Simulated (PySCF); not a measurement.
The system is NCGaFH, in a box.

```xyz
5
Lattice="12.0000 0.0000 0.0000 0.0000 13.0000 0.0000 0.0000 0.0000 12.0000" Properties=species:S:1:pos:R:3 pbc="T T T"
N     7.4824    4.7010    7.2133
C     6.9094    5.4936    6.6036
Ga    6.0086    6.8772    5.6018
F     4.5437    6.3048    4.8547
H     6.4475    8.3410    5.4217
```

Program: PySCF 2.14.0. Alike in all runs: task atomic charges; potentials or basis pob-tzvp-rev2 (all-electron); no spin polarisation; cell as given; k mesh 1 × 1 × 1; smearing fixed.

Order these runs on this cell by their band gap on the k mesh, lowest first.
A. level HSE06; exxdiv ewald
B. level SOGGA11
C. level r2SCAN
D. level B3LYP+D3(OP); exxdiv ewald; three-body dispersion term no

B (5.56 eV), C (5.91 eV), A (7.04 eV), D (7.32 eV).

Caveats: this is a molecule in a periodic box at the Γ point, so its band gap is the HOMO-LUMO gap; relativity is left out, which matters for the heavier elements; the basis of atomic orbitals isn't converged, which shifts pressures, moduli and gaps; this basis is made for solids and lacks diffuse functions, so gaps of a molecule come out too wide by an eV or more; this program's HSE differs a little from the usual definition (some runs).

A k mesh can miss the band edges.

Not every run made on this cell is shown here.
